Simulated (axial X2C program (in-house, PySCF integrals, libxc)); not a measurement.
**A two-component session on TiB: properties at the nuclei**

Wanted for TiB: properties at the nuclei, at the two-component level.

Method: two-component X2C with atomic mean-field terms, Ti dyall-cv3z, B dyall-v3z; program: an in-house X2C program for linear molecules on PySCF integrals.

All values are calculated.

### 1 Set-up

Input file task.json:

```json
{"zs": [22, 5], "q": 0, "bas": ["dyall-cv3z", "dyall-v3z"], "r0": 2.21, "levels": ["PBE0", "HF", "r2SCAN", "BHandHLYP", "TPSSh"], "nst": 3}
```

Keys: zs atomic numbers; q charge; bas basis sets; r0 starting distance in Å; levels methods (HF also brings MP2); nst determinants followed.

Launch:

```sh
> python soeom.py task.json out
```

Further steps of the session: Expectation values, lowest determinant; Expectation values, a higher determinant; Expectation values, a higher determinant.

What does the calculation give? Wanted: lowest determinant; Eeff magnitude; Ws magnitude Ti; A∥/gI Ti; qzz Ti; higher determinant (for each run or level that gives them).

The runs gave:

```
                                        quantity                                                       value
                              lowest determinant                     Ω = 1/2 (excess of +ω over −ω: ω = 1/2)
                    Eeff magnitude (GV/cm), PBE0                                                        0.24
                     Ws magnitude Ti (kHz), PBE0                                                       0.148
                            A∥/gI Ti (MHz), PBE0                                                         777
                             qzz Ti (a.u.), PBE0                                                       -0.41
                              higher determinant   Ω = 9/2 (excess of +ω over −ω: ω = 1/2, ω = 3/2, ω = 5/2)
Eeff magnitude (GV/cm), PBE0, higher determinant                                                       0.239
 Ws magnitude Ti (kHz), PBE0, higher determinant                                                      0.0163
        A∥/gI Ti (MHz), PBE0, higher determinant                                                         235
         qzz Ti (a.u.), PBE0, higher determinant                                                       -0.42
                              higher determinant  Ω = 7/2 (excess of +ω over −ω: ω = -1/2, ω = 3/2, ω = 5/2)
Eeff magnitude (GV/cm), PBE0, higher determinant                                                       0.471
 Ws magnitude Ti (kHz), PBE0, higher determinant                                                       0.056
        A∥/gI Ti (MHz), PBE0, higher determinant                                                       -96.9
         qzz Ti (a.u.), PBE0, higher determinant                                                       -0.55
```

In the first state, the effective field runs from 0.24 to 0.551 GV/cm over the mean-field levels, so the levels don't agree on it. The expectation values come from single determinants, which for open shells can mix terms of unlike spin or miss the lowest Ω, so a determinant need not be a state. Eeff is the effective electric field on the electron dipole moment in this Ω state and Ws the scalar–pseudoscalar constant (defined with the proton number Z and per Ω); A∥ is the parallel hyperfine constant, which follows by multiplying with the nuclear g factor gI = μI/(I μN); qzz is the electric field gradient, eQq0 = 234.96 MHz × Q/barn × qzz; μ is positive if B is the positive end. The operators were transformed with the bare-nucleus X2C matrices. A second determinant lies within 0.1 eV of the first, so their order is not settled at this level.
